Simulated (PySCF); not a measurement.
# C2H7BrGaN: the cost of one run

Programs: PySCF 2.14.0, with density-fitted response routines of our own. Each step states its level of theory. These are calculated values for one molecule in the gas phase, unless marked as measured. Atoms count from 0, in the outputs and in this text.

## Step 1: Starting geometry

12 atoms, charge 0, multiplicity 1; geometry from: GFN2-xTB. The atoms were then displaced at random by about 0.01 Å, so the start is not that level's minimum.

Bonds of the start (Å): C0–C1 1.36, C1–Ga2 2.02, Ga2–N3 2.22, Ga2–Br4 2.28, C0–H5 1.09, C0–H6 1.06, C1–H7 1.09, Ga2–H8 1.54, N3–H9 1.05, N3–H10 1.02, N3–H11 1.02.

## Step 2: Relaxing the molecule at PBE0-D3(BJ)/def2-SVP

Job settings and geometry (Å):

```
{"job": {"xc": "PBE0", "basis": "def2-SVP", "d3": "d3bj", "grid": 1, "shake": 0.01, "kind": "geom"}, "charge": 0, "multiplicity": 1}
C      2.271160    -0.455480     0.297260
C      1.368830    -0.001190    -0.610420
Ga    -0.285710     1.010560    -0.053270
N     -1.926770    -0.479870    -0.170650
Br    -0.514600     1.360200     2.191170
H      2.097970    -0.258420     1.352560
H      3.163210    -0.969250     0.031680
H      1.602670    -0.177310    -1.664820
H     -0.990170     2.089400    -0.904660
H     -2.809090    -0.038140     0.200090
H     -2.163240    -0.811060    -1.103030
H     -1.774570    -1.297730     0.425050
```

Command:

```console
$ OMP_NUM_THREADS=1 python probes_run.py task.json out
```

One launch serves the whole session: the jobs run in the order shown.

Q: Estimate the wall time and peak memory of this first job on 1 thread of Arm Neoverse V2, shared host.

About 65 s, with a peak of 0.54 GiB.
